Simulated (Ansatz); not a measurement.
Run this with the Ansatz DFT code, driven from Python and show what comes out.

`fci.py`:
```python
"""How close coupled cluster comes to full CI on H2."""

import ansatz as az

GEOMETRY = """
H     0.00000    0.00000    0.00000
H     0.00000    0.00000    0.64000
"""


def main() -> None:
    geometry = az.Crystal.molecule()
    for line in GEOMETRY.strip().splitlines():
        symbol, *xyz = line.split()
        geometry = geometry.atom(symbol, [float(v) for v in xyz])

    job = geometry.calculation().basis(gaussian="cc-pVDZ")
    exact = job.correlation("fci").run().report
    print(f"full CI {exact['free_energy_ev'] / 27.211386246:.7f} Ha over {exact['configurations']['states'][0]['n_determinants']} determinants")
    print("natural occupations", [round(n, 4) for n in exact["configurations"]["natural_occupations"]])
    print(f"hf       misses {1000 * (exact['reference_energy_ev'] - exact['free_energy_ev']) / 27.211386246:9.3f} mHa")
    for method in ["mp2", "ccsd", "ccsd_t", "bccd_t"]:
        e = job.correlation(method).run().report["free_energy_ev"]
        print(f"{method:8s} misses {1000 * (e - exact['free_energy_ev']) / 27.211386246:9.3f} mHa")


if __name__ == "__main__":
    main()
```

```console
$ python fci.py
full CI -1.1511345 Ha over 22 determinants
natural occupations [1.9717, 0.0149, 0.0058, 0.0035, 0.0035, 0.0002, 0.0001, 0.0001, 0.0001, 0.0]
hf       misses    32.958 mHa
mp2      misses     7.525 mHa
ccsd     misses    -0.001 mHa
ccsd_t   misses    -0.001 mHa
bccd_t   misses    -0.001 mHa
```

Full CI is exact only within this small basis and its frozen core, at an unrelaxed geometry. Wall time of the script: 0.6 s on 1 thread of Arm Neoverse V2, on a shared host, peak memory 0.13 GiB.
